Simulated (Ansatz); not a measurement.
# Cs2AgSbBr6: the cost of one run

All numbers are computed with the Python package of Ansatz 0.2.0. Level of theory: DFT PBEsol, plane waves, PAW.

### Step 1. The structure

The structure is cubic, space group Fm-3m (No. 225). The conventional cell has a = 11.379 Å, b = 11.379 Å, c = 11.379 Å, α = 90.00°, β = 90.00°, γ = 90.00°. Cs (site symmetry -43m) has 12 Br at 4.02 Å as nearest neighbours. Ag (site symmetry m-3m) has 6 Br at 2.86 Å as nearest neighbours. Around Sb (site symmetry m-3m) lie 6 Br at 2.83 Å. Br (site symmetry 4mm) has 1 Sb at 2.83 Å and 1 Ag at 2.86 Å and 4 Cs at 4.02 Å as nearest neighbours.

The script holds or builds the structure itself.

### Step 2. The script

File vcrelax_cs2agsbbr6.py:

```python
# -*- coding: utf-8 -*-
import ansatz as az
from ase import Atoms
from ase.io import write
from ase.neighborlist import neighbor_list
import numpy as np

def edges_and_angles(cell):
    cell = np.asarray(cell)
    a, b, c = np.linalg.norm(cell, axis=1)
    cosines = cell[1] @ cell[2] / (b * c), cell[0] @ cell[2] / (a * c), cell[0] @ cell[1] / (a * b)
    return (a, b, c, *np.degrees(np.arccos(cosines)))


def main():
    atoms = Atoms(
        ["Cs", "Cs", "Ag", "Sb", "Br", "Br", "Br", "Br", "Br", "Br"],
        scaled_positions=[
            [0.75, 0.75, 0.75],
            [0.25, 0.25, 0.25],
            [0.5, 0.5, 0.5],
            [0.0, 0.0, 0.0],
            [0.751554, 0.248446, 0.248446],
            [0.248446, 0.248446, 0.751554],
            [0.248446, 0.751554, 0.751554],
            [0.248446, 0.751554, 0.248446],
            [0.751554, 0.248446, 0.751554],
            [0.751554, 0.751554, 0.248446],
        ],
        cell=[
            [0.0, 5.689253, 5.689253],
            [5.689253, 0.0, 5.689253],
            [5.689253, 5.689253, 0.0],
        ],
        pbc=True,
    )
    crystal = az.Crystal.from_ase(atoms)

    setup = (
        crystal.calculation()
        .functional("PBEsol")
        .kpoints(3, 3, 3, center="gamma")
        .occupations("methfessel_paxton", width=50 * az.meV)
        .relax(force_tolerance=0.02, max_steps=60, cell=True)
    )
    steps = []


    def collect(event):
        if event["event"] == "relax_step":
            steps.append(event["data"])


    result = setup.session().plan().execute(on_event=collect)
    r = result.report
    print("step   energy (eV)     max comp. (eV/A)   P (GPa)  SCF")
    for s in steps:
        print(f"{s['step']:4d} {s['lagrangian_ev']:15.5f} {s['allowed_force_max_ev_ang']:12.4f} {s['pressure_gpa']:10.3f} {s['n_scf']:5d}")

    first, last = steps[0], steps[-1]
    symbols = [site.symbol for site in result.lattice.sites]
    print(f"energy gained {first['lagrangian_ev'] - last['lagrangian_ev']:.4f} eV in {len(steps) - 1} steps")
    for label, vectors in (("before", first["cell_ang"]), ("after", result.lattice.cell_ang)):
        print(label, "a b c (A) {:.4f} {:.4f} {:.4f}  angles {:.2f} {:.2f} {:.2f}".format(*edges_and_angles(vectors)), f" V = {abs(np.linalg.det(vectors)):.3f} A^3")
    print("final stress xx yy zz (GPa, compression positive):", np.round(np.diag(r["stress_gpa"]), 3) + 0.0)

    print("atom   start x y z (A)              end x y z (A)")
    for symbol, a, b in zip(symbols, first["positions_ang"], last["positions_ang"]):
        print(f"{symbol:3s}", " ".join(f"{v:8.4f}" for v in a), "  ", " ".join(f"{v:8.4f}" for v in b))

    relaxed = Atoms(symbols, positions=[site.position_ang for site in result.lattice.sites], cell=result.lattice.cell_ang, pbc=True)
    write("relaxed.vasp", relaxed, format="vasp")

    final = Atoms(symbols, positions=last["positions_ang"], cell=result.lattice.cell_ang, pbc=True)
    i, j, d = neighbor_list("ijd", final, 4.5)
    print("neighbours within 1.15 times the shortest distance of each atom (A)")
    for atom in range(len(final)):
        near = [m for m in np.argsort(d) if i[m] == atom]
        shell = [m for m in near if d[m] < 1.15 * d[near[0]]]
        print(f"{symbols[atom]}{atom} ({len(shell)}):", ", ".join(f"{symbols[j[m]]} {d[m]:.3f}" for m in shell))

    print("%-22s %14.5f eV" % ("F = E - TS", r["free_energy_ev"]))
    print("%-22s %14.5f eV" % ("E", r["internal_energy_ev"]))
    print("%-22s %14.5f eV" % ("Harris-Foulkes", r["harris_foulkes_ev"]))
    print("%-22s %14.5f eV" % ("Fermi level", r["fermi_energy_ev"]))


if __name__ == "__main__":
    main()
```

### Step 3. Launch

Run with:

```console
$ python vcrelax_cs2agsbbr6.py
```

What time and memory should one allow on 1 thread of Arm Neoverse V2, shared host?

About 28 s, with a peak of 0.74 GiB.
